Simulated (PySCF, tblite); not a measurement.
# C5H9O2 radical: geometry, infrared bands and EPR parameters

What infrared bands and EPR parameters should C5H9O2 radical (`CO[C@@]1(CO)[CH]C1`) show?

The runs use tblite 0.8.0 and PySCF 2.14.0, with density-fitted response routines of our own; the level of theory stands in each step. All values are computed, except where a source is named. Atoms are numbered from 0 throughout.

## (1) The starting structure

16 atoms, charge 0, multiplicity 2; geometry from: force field or distance geometry start.

Bonds of the start (Å): C0–O1 1.39, O1–C2 1.35, C2–C3 1.54, C3–O4 1.39, C2–C5 1.53, C5–C6 1.51, C6–C2 1.49, C0–H7 1.12, C0–H8 1.10, C0–H9 1.12, C3–H10 1.10, C3–H11 1.13, O4–H12 0.99, C5–H13 1.10, C6–H14 1.10, C6–H15 1.11.

## (2) Geometry optimisation with GFN2-xTB

Job settings and geometry (Å):

```
{"job": {"kind": "relax", "xc": "GFN2-xTB", "basis": "xTB"}, "charge": 0, "multiplicity": 2}
C      2.058300    -0.610300     0.239800
O      0.719700    -0.969700     0.247000
C     -0.172100     0.033000     0.103700
C     -1.638000    -0.432700     0.119100
O     -1.787600    -1.348800    -0.916300
C      0.097200     1.372100     0.790700
C      0.055000     1.259800    -0.716000
H      2.332200     0.119600     1.045800
H      2.327700    -0.148400    -0.720400
H      2.675200    -1.540100     0.347800
H     -2.308900     0.432400    -0.020000
H     -1.799400    -0.909900     1.127800
H     -1.925100    -2.254300    -0.541600
H     -0.741700     1.860900     1.314600
H      0.965900     1.430300    -1.307100
H     -0.866200     1.714800    -1.126200
```

Command:

```console
> OMP_NUM_THREADS=1 python probes_run.py task.json out
```

One launch serves the whole session: the jobs run in the order shown.

**Question.** This job is followed by: GFN2-xTB harmonic vibrations, gas phase; UKS B3LYP, pcH-1 on C H O, non-relativistic, mean-field spin-orbit, GIAO. What will the session give for the following? strongest single infrared mode (GFN2-xTB); zero-point energy (GFN2-xTB); g(iso) (B3LYP); ⟨S²⟩; largest a(iso) (averaged by class); surface potential, 1st and 99th percentile.

As calculated:

```
                                 quantity                 value
strongest single infrared mode (GFN2-xTB)  422 cm⁻¹, 183 km/mol
             zero-point energy (GFN2-xTB)         80.7 kcal/mol
                           g(iso) (B3LYP)               2.00287
                                     ⟨S²⟩    0.753 (exact 0.75)
       largest a(iso) (averaged by class)  13C on C5, 261.2 MHz
    surface potential, 1st and 99th percentile    -1.67 V and 1.36 V
```

In words: Over 83 steps the energy fell by 0.619 eV; of the close pairs, C2–C5 changed most, 1.529 to 1.464 Å. No mode is imaginary among the 42: a minimum at this level. The strongest single mode, at 422 cm⁻¹, moves mainly H12. GFN2-xTB is a fitted tight-binding method: band positions and strengths are rough. Its intensities can rank the bands wrongly. Most of the unpaired spin sits on C5 (0.93 e). The isotropic g lies 0.5 ppt above the free-electron value.
